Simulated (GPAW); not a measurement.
# GaHF2 (SMILES [F][GaH][F]): a first try and a second

Aim: the charge distribution of GaHF2 at PBE/real-space grid (scalar-relativistic datasets).

The calculation is run with GPAW 26.7.0.

2 further runs of the same task are left out: 1 for a known fault of the program, 1 set aside as unsound or not needed.

### Step 1. Starting point

GaHF2 has 4 atoms, charge 0, and is taken as a singlet. As SMILES, `[F][GaH][F]`. The shape comes from GFN2-xTB, which is rough for such elements, and wasn't checked as a minimum.

Bond lengths: F1–Ga2 1.733 Å, Ga2–F3 1.731 Å, Ga2–H4 1.499 Å. Angles: F1–Ga2–F3 116.4°, F1–Ga2–H4 121.7°, F3–Ga2–H4 121.9°.

### Step 2. Try one

Contents of mol.xyz:

```xyz
4

F     -1.070040    -0.450320     1.228520
Ga    -0.029070     0.029180    -0.071110
F      1.657130    -0.305960     0.130340
H     -0.558030     0.727100    -1.287760
```

Contents of run.py:

```python
import numpy as np
from ase.io import read
from ase.units import Debye
from gpaw import GPAW

system = read('mol.xyz')
system.center(vacuum=4.5)
system.set_initial_magnetic_moments([1 / len(system)] * len(system))

dft = GPAW(mode='fd',
           h=0.2,
           occupations={'name': 'fermi-dirac', 'width': 0.0, 'fixmagmom': True},
           xc='PBE',
           maxiter=55,
           txt='-')
system.calc = dft

energy = system.get_potential_energy()
print(f'Energy                  {energy:.5f} eV')
forces = system.get_forces()
print('Forces (eV/Ang)')
for symbol, f in zip(system.symbols, forces):
    print(f'{symbol:2} {f[0]:9.4f} {f[1]:9.4f} {f[2]:9.4f}')
dipole = system.get_dipole_moment() / Debye
print(f'Dipole                  {np.linalg.norm(dipole):.3f} D')
```

On the command line:

```bash
$ python run.py
```

The log of the run:

```text
[...]
Number of symmetries: 1
[...]
  Number of IBZ points: 1
[...]
Spin-components: 2 (collinear spins)
Bands:           13
[...]
  Valence electrons: 18.0
[...]
  Grid points: [60 52 56]
  Charge: 0.0  # |e|
[...]
    cutoffs:
[...]
occupation numbers:
  Fixed magnetic moment: 1.000
[...]
xc functional:
  name: PBE with 2 nearest neighbor stencil
[...]
|iter     |     time |      energy | eigst |  dens |  magmom |
[...]
|iter:   1| 00:00:11 |  -13.834337 | +0.73 |       |  +0.9889|
[...]
|iter:  19| 00:02:02 |  -12.213802c| -7.74c| -5.55c|  +1.0000|
Converged in 19 steps
[...]
Energy contributions relative to reference atoms: (reference = -58325.323262)
Energy contributions:
  Kinetic:          41.366898
  Coulomb:         -38.425678
  Zero:              0.890320
  External:          0.000000
  Xc:              -16.045341
  Entropy:           0.000000
  Spinorbit:         0.000000
  ----------------------------
  Free energy:     -12.213802
  Extrapolated:    -12.213802
dipole moment: (-0.115963, 0.262593, -0.253958)  # |e|*Ang
Total magnetic moment: (0.000000, 0.000000, 1.000000)
Local magnetic moments
|        x |        y |        z |
|----------|----------|----------|
| 0.000000 | 0.000000 | 0.122861 |  # F    0
| 0.000000 | 0.000000 | 0.146053 |  # Ga   1
| 0.000000 | 0.000000 | 0.121059 |  # F    2
| 0.000000 | 0.000000 | 0.056480 |  # H    3
Fermi levels: -2.752, -9.219
Eigenvalues  # (at kpt = [0.000, 0.000, 0.000])
| band index |      eig [eV] | occ [0-1] |      eig [eV] | occ [0-1] |
|------------|---------------|-----------|---------------|-----------|
|          0 |       -29.391 |     1.000 |       -29.114 |     1.000 |
|          1 |       -29.125 |     1.000 |       -28.845 |     1.000 |
|          2 |       -13.274 |     1.000 |       -12.891 |     1.000 |
|          3 |       -11.336 |     1.000 |       -10.995 |     1.000 |
|          4 |       -10.997 |     1.000 |       -10.647 |     1.000 |
|          5 |       -10.411 |     1.000 |       -10.220 |     1.000 |
|          6 |        -9.996 |     1.000 |        -9.825 |     1.000 |
|          7 |        -9.990 |     1.000 |        -9.728 |     1.000 |
|          8 |        -9.848 |     1.000 |        -9.219 |     0.500 |
|          9 |        -2.752 |     0.500 |        -2.125 |     0.000 |
|         10 |        -2.587 |     0.000 |        -1.863 |     0.000 |
|         11 |        -0.487 |     0.000 |        -0.222 |     0.000 |
[...]
Gap: 6.466 eV
Transition (v -> c):
[...]
Forces (eV/Ang)
F    -1.7591   -0.5985    2.3768
Ga   -0.6517   -0.1213   -1.4969
F     2.9040   -0.6674    0.1517
H    -0.5508    1.0454   -1.2318
Dipole                  1.841 D
```

Wall time 2.1 min (1 thread of AMD EPYC (Zen 3), shared host); peak memory 0.62 GiB.

### Step 3. Diagnosis

It ran to the end. The result can't be trusted all the same.

What is wrong: the spin state typed doesn't suit the molecule. Among its listed settings the sound run differs in this, and the input shows the rest: reference RKS in place of UKS; multiplicity 1 in place of 2.

### Step 4. Try two

Contents of f2gah.xyz:

```xyz
4

F     -1.070040    -0.450320     1.228520
Ga    -0.029070     0.029180    -0.071110
F      1.657130    -0.305960     0.130340
H     -0.558030     0.727100    -1.287760
```

Contents of f2gah.py:

```python
import numpy as np
from ase.io import read
from ase.units import Debye
from gpaw import GPAW

# Set up the molecule
atoms = read('f2gah.xyz')
atoms.center(vacuum=4.5)

# Ground state
calc = GPAW(mode='fd', xc='PBE', maxiter=100, h=0.2, txt='-')
atoms.calc = calc

energy = atoms.get_potential_energy()
print(f'Energy: {energy:.5f} eV')
forces = atoms.get_forces()
print('Forces (eV/Ang)')
for symbol, f in zip(atoms.symbols, forces):
    print(f'{symbol:2} {f[0]:9.4f} {f[1]:9.4f} {f[2]:9.4f}')
dipole = atoms.get_dipole_moment() / Debye
print(f'Dipole = {np.linalg.norm(dipole):.3f} D')
homo, lumo = calc.get_homo_lumo()
print(f'HOMO                    {homo:.3f} eV')
print(f'LUMO                    {lumo:.3f} eV')
print(f'Gap: {lumo - homo:.3f} eV')
```

On the command line:

```bash
$ python f2gah.py > f2gah.log
```

The log of the run:

```text
[...]
Number of symmetries: 1
[...]
  Number of IBZ points: 1
[...]
Spin-components: 1 (collinear spins)
Bands:           13
[...]
  Valence electrons: 18.0
[...]
  Grid points: [60 52 56]
  Charge: 0.0  # |e|
[...]
    cutoffs:
[...]
occupation numbers:
  # Zero width
[...]
xc functional:
  name: PBE with 2 nearest neighbor stencil
[...]
|iter     |     time |      energy | eigst |  dens |
[...]
|iter:   1| 00:00:07 |  -17.706505 | +0.70 |       |
[...]
|iter:  12| 00:00:42 |  -15.463384c| -7.51c| -5.29c|
Converged in 12 steps
[...]
Energy contributions relative to reference atoms: (reference = -58325.323262)
Energy contributions:
  Kinetic:          42.843209
  Coulomb:         -41.282710
  Zero:              0.896014
  External:          0.000000
  Xc:              -17.919897
  Entropy:           0.000000
  Spinorbit:         0.000000
  ----------------------------
  Free energy:     -15.463384
  Extrapolated:    -15.463384
dipole moment: (-0.168571, 0.209467, -0.399197)  # |e|*Ang
Fermi level: -5.493
Eigenvalues  # (at kpt = [0.000, 0.000, 0.000])
| band index |      eig [eV] | occ [0-2] |
|------------|---------------|-----------|
|          0 |       -28.532 |     2.000 |
|          1 |       -28.249 |     2.000 |
|          2 |       -12.573 |     2.000 |
|          3 |       -10.440 |     2.000 |
|          4 |       -10.196 |     2.000 |
|          5 |        -9.753 |     2.000 |
|          6 |        -9.301 |     2.000 |
|          7 |        -9.122 |     2.000 |
|          8 |        -8.786 |     2.000 |
|          9 |        -2.200 |     0.000 |
|         10 |        -2.011 |     0.000 |
|         11 |        -0.161 |     0.000 |
[...]
Gap: 6.586 eV
Transition (v -> c):
[...]
Forces (eV/Ang)
F    -1.2991   -0.7599    1.9716
Ga   -0.6343    0.7620   -1.3117
F     2.3137   -0.8856    0.1636
H    -0.4405    0.5519   -1.0269
Dipole = 2.312 D
HOMO                    -8.786 eV
LUMO                    -2.200 eV
Gap: 6.586 eV
```

It took 45 s on 1 thread of AMD EPYC (Zen 3), shared host; peak memory 0.43 GiB.

### Step 5. Summary of results

At PBE/real-space grid (scalar-relativistic datasets):

| quantity | value |
| --- | --- |
| energy as printed (from the program's reference atoms) | -15.4634 eV |
| dipole moment | 2.31 D |
| HOMO energy | -8.79 eV |
| LUMO energy | -2.20 eV |
| HOMO–LUMO gap | 6.59 eV |
